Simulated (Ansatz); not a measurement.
# C2H9AlClN: the cost of one run

All numbers below are computed with Ansatz 0.2.0 (UKS B3LYP-D4/6-31G).

## (1) The system as given

Bond lengths: Al1–N2 2.239 Å, N2–C3 1.449 Å, N2–C4 1.449 Å, Al1–H5 1.539 Å, Al1–H6 1.540 Å, Al1–Cl8 2.601 Å, C3–H9 1.092 Å, C3–H10 1.094 Å, C3–H11 1.095 Å, C4–H12 1.090 Å, C4–H13 1.094 Å, C4–H14 1.096 Å. Angles (14 of 21 angles, heavy atoms first): Al1–N2–C3 118.6°, Al1–N2–C4 122.8°, C3–N2–C4 113.9°, N2–Al1–Cl8 76.1°, N2–Al1–H5 114.9°, N2–Al1–H6 113.1°, H5–Al1–Cl8 112.7°, H6–Al1–Cl8 111.2°, N2–C3–H9 108.7°, N2–C3–H10 110.2°, N2–C3–H11 111.8°, N2–C4–H12 108.8°, N2–C4–H13 110.4°, N2–C4–H14 111.5°.

As a file:

```xyz
14

Al   -1.4865    1.1020    0.8356
N     0.1364   -0.1199   -0.1061
C     0.6461   -1.2690    0.6143
C     0.3361   -0.1884   -1.5396
H    -2.4942    1.7146   -0.1527
H    -1.9639    0.5352    2.1852
H     0.7293    0.9844    0.3550
Cl    0.6463    2.5611    1.1285
H     0.4270   -1.1408    1.6766
H     0.1540   -2.1825    0.2664
H     1.7266   -1.3854    0.4816
H    -0.0896    0.7049   -1.9973
H    -0.1678   -1.0677   -1.9528
H     1.4001   -0.2485   -1.7948
```

## (2) A restrained relaxation towards end A

Springs on the bonds that form and break draw the guess towards this end; the thresholds are loose.

input.yaml reads:

```yaml
crystal:
  periodic: [false, false, false]
  atoms:
    - { symbol: Al, position_ang: [-1.4865, 1.102, 0.8356] }
    - { symbol: "N", position_ang: [0.1364, -0.1199, -0.1061] }
    - { symbol: C, position_ang: [0.6461, -1.269, 0.6143] }
    - { symbol: C, position_ang: [0.3361, -0.1884, -1.5396] }
    - { symbol: H, position_ang: [-2.4942, 1.7146, -0.1527] }
    - { symbol: H, position_ang: [-1.9639, 0.5352, 2.1852] }
    - { symbol: H, position_ang: [0.7293, 0.9844, 0.355] }
    - { symbol: Cl, position_ang: [0.6463, 2.5611, 1.1285] }
    - { symbol: H, position_ang: [0.427, -1.1408, 1.6766] }
    - { symbol: H, position_ang: [0.154, -2.1825, 0.2664] }
    - { symbol: H, position_ang: [1.7266, -1.3854, 0.4816] }
    - { symbol: H, position_ang: [-0.0896, 0.7049, -1.9973] }
    - { symbol: H, position_ang: [-0.1678, -1.0677, -1.9528] }
    - { symbol: H, position_ang: [1.4001, -0.2485, -1.7948] }
magnetization:
  spin_polarized: true
basis:
  gaussian: { orbitals: "6-31G" }
hamiltonian:
  xc: b3lyp
  dispersion: d4
relax:
  f_tol: 0.15
  max_steps: 25
  restrain:
    - { distance: [0, 7], at: 3.53, k: 30.0 }
    - { distance: [6, 1], at: 2.32, k: 30.0 }
    - { distance: [0, 1], at: 1.92, k: 30.0 }
    - { distance: [6, 7], at: 1.33, k: 30.0 }
```

Launch:

```
$ ansatz run input.yaml --threads 2 --pin off --max-ram 3072MiB --backend cpu --events-out ev --progress --plain --runs-dir out
```

**Question.** How long does this run take on 2 threads of AMD EPYC 9R14 (Zen 4), shared host, and how much memory does it need?

About 22 s, with a peak of 0.28 GiB.
